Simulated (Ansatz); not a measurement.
Ni, a sheet with vacuum:

```xyz
1
Lattice="2.2591 0.0000 0.0000 0.0000 2.2591 0.0000 0.0000 0.0000 23.8000" Properties=species:S:1:pos:R:3 pbc="T T T"
Ni    1.1296    1.1296    7.0001
```

The cell was built by a generator and needn't be a form met in nature.

Below is the output of Ansatz 0.2.0 for this cell. Logs are shortened: lines on timing, memory, paths and dates and some standing lists are left out, and cuts for length are marked.

```text
Warning: RAYON_NUM_THREADS=2 ignored (pool sized by the plan → 2); use --threads N
LAPW: plane waves up to 9.727 Å⁻¹, error target 2.0e-3 eV per atom; small_component_spin mean_spin; Ni in spheres of 1.130 Å, 18 of its electrons in bands, Dirac shells [] (how accurate: hamiltonian.pseudopotentials.lapw.basis_error, Limitations)
Engine: ansatz 0.2.0, x86_64-unknown-linux-gnu
Pseudopotentials: kind: all_electron
Pseudopotential: Ni, LAPW, valence charge 18, lapw/all_electron/scalar/gaussian/Ni, Koelling and Harmon's equation, gaussian nucleus
Functional definition: SPW92
  exchange = slater_x
  correlation = pw_c
Crystal: 1 atoms, lattice volume = 121.465 Å³
Basis set: ecut = 360.4729517249562 eV, 1893 PW (Γ), exchange–correlation at level 2
Bands: 14, of which v1, the nominal top of the filled ones, is band 9 counted from 1 (8 counted from 0)
Symmetry: 16 space group operations
Space group: P4/mmm (ITA 123), of the structure as read, at distance tolerance 5.0e-5 Å
Magnetic group: BNS 123.339 (UNI 999), of the structure as read, at distance tolerance 5.0e-5 Å
k-points: 28 of 144
Non-local potential: Ni, projectors of the file, none
Initial density: superposition of atomic densities (neutral atoms: chi_scale 0, normalization atom)
Starting moments: Σ|m| = 1 μB on 1 of 1 site
Initial wavefunctions: plane waves of lowest kinetic energy (no species holds an atomic orbital)
Functional: x = slater, c = lda
iter 1 solved again at ethr=3.31e-3 eV; its pass at ethr=1.00e-1 eV (dr2=5.97e-1 eV) is discarded
SCF iter   1: F=—  HF=-41314.802566 eV  |F-HF|=—  |Δ(HF+E_count)|=         —  Δρ=7.87e-3 (↑5.79e-3 ↓7.87e-3)  dr2=5.95e-1  dr2_m=3.19e-3  M=0.901 μB ∫|m|=0.919 μB  β_m=0.30  ethr=3.31e-3  ⟨swp⟩=3.3  Hψ=5404  notcnv=0
Mixer restart at iter 1: flushing history
preconditioner: auto → LDOS  [metal: Δε(μ)=0.040 eV  Ē_g=10.194 eV  σ=0.050 eV  W_gap=0.20  n_scr=14 (ndim 8)  ℏωp=10.7 eV  f_vac=0.807  D(μ)=2.37/eV (n_scr^D=14)]
spin=Collinear: LDOS preconditioning applied to the charge; magnetization (m = ρ↑ − ρ↓) channel mixes plain (no charge-response kernel on spin).
[... 11 lines left out ...]
SCF iter  10: F=-41314.726930 eV  HF=-41314.726930 eV  |F-HF|=5.54e-9  |Δ(HF+E_count)|=   9.90e-9  Δρ=5.43e-7 (↑2.74e-7 ↓5.43e-7)  dr2=3.38e-9  dr2_m=6.82e-11  M=0.848 μB ∫|m|=0.905 μB  ethr=1.49e-10  ⟨swp⟩=2.0  Hψ=2037  notcnv=0
SCF 1 converged in 10 iterations: F = -41314.726930 eV  dr2 = 3.38e-9
SCF converged after 10 iterations
an eigenvalue changed by more than its tolerance at an iteration that met the thresholds in force, so the SCF went on 1 time: the last check found none over its tolerance
Magnetization: 0.8479 μB (9.4239 up, 8.5761 down)
Absolute magnetization: 0.9046 μB (∫|ρ↑−ρ↓|)
Spin contamination: 0.0086 ħ² per cell (⟨S²⟩ above its minimum at these occupations)
Per-site moments (μB) at R_I (Å): [(0.8737621637807571, 1.1295549831683134)]
Free energy (F): -41314.726930 eV
Harris-Foulkes:  -41314.726930 eV  (|F-HF|=5.54e-9)
Internal energy: -41314.709524 eV  (E = F + TS)
E sigma→0 (E₀):  -41314.718227 eV
Entropy (-TS):   -0.017406 eV (-17.406 meV/atom)
Fermi energy:    -5.621412 eV
--- Per-component energies (eV) ---
  E_band       = -700.570259
  E_kinetic    = 41956.367991
  E_xc         = -1661.447410
  E_electrostatic = -81609.630104  (all electrons and nuclei)
  E_smearing   = -0.017406  (= −TS)
  E_closure    = 0.000000  (closes the sum)
  E_atoms      = -41308.350595  (free atoms, spherical and without spin; not in F)
  Σ components = -41314.726930   (vs F -41314.726930, Δ=0.00e0)
  Basis errors (estimates in eV, not in F): energy 1.0e-3 per atom: plane waves 9.4e-4 (5.8e-4 summed), levels above the bands 1.6e-60, relativity 8.2e-9, radial functions 9.2e-5, core shells 5.0e-9; eigenvalues (radial functions only) 2.1e-6; not estimated: angular momenta, meshes, grids; target (lapw.basis_error) 2.0e-3; muffin-tin radii Ni 1.130 Å
--- Forces (eV/Å), atoms counted from 1 ---
  atom   1  Ni    -0.00000000    -0.00000000     0.00000000
  max |Σ_I F_I| component: 1.97e-31 eV/Å
--- 2D stress c σ (N/m, compression-positive) ---
       -3.891600       0.000000       0.000000
        0.000000      -3.891600       0.000000
        0.000000       0.000000       0.000000
  P = ½ c Tr σ = -3.8916 N/m
--- Band table (eV; the first three rows and the last of 56) ---
  k-point 0 ↑: bands = ["-108.2210", "-69.0130", "-69.0130", "-68.7213", "-11.5682", "-9.4743", "-7.6386", "-6.3729", "-6.3729", "-6.0677", "-4.8450", "-0.4279", "0.1002", "0.7131"]
  k-point 1 ↑: bands = ["-108.2183", "-69.0349", "-69.0112", "-68.7191", "-11.3429", "-9.3802", "-7.5760", "-6.6815", "-6.3618", "-6.1479", "-4.4261", "-0.2341", "0.3105", "0.9132"]
  k-point 2 ↑: bands = ["-108.2108", "-69.0945", "-69.0062", "-68.7130", "-10.7245", "-9.0710", "-7.3986", "-7.2328", "-6.3625", "-6.3315", "-3.5147", "0.3478", "0.9376", "1.5137"]
  k-point 27 ↓: bands = ["-107.1256", "-68.3095", "-68.3095", "-67.7026", "-9.1893", "-7.0288", "-7.0288", "-5.5305", "-4.3099", "2.8100", "2.8100", "8.1743", "8.8556", "9.4605"]
  the weakly bound empty levels are not read free of the cell's end (augmented_plane_waves)
```

Task: What input gives this log?

Result: Work function with LDA, collinear spin, ferromagnetic start. The files as run (others can give the same):

input.yaml
```yaml
crystal:
  lattice:
    - [2.25911, 0.0, 0.0]
    - [0.0, 2.25911, 0.0]
    - [0.0, 0.0, 23.8]
  atoms:
    - { symbol: Ni, position: [0.5, 0.5, 0.29412], spin: 1.0 }
  periodic: [true, true, false]
kpoints:
  mp_grid: { grid: [12, 12, 1] }
scf:
  occupations: { method: fermi_dirac, width: 0.05 }
hamiltonian:
  xc: lda
  pseudopotentials: { kind: all_electron, lapw: { basis_error: 0.002 } }
magnetization:
  spin_polarized: true
output:
  forces: true
  stress: true
  eigenvalues: true
```

Potentials or basis: all-electron LAPW, scalar-relativistic.
Launch:
```console
$ ansatz run input.yaml --threads 2 --pin off --max-ram 8192MiB --backend cpu --events-out ev --progress --plain --runs-dir out
```
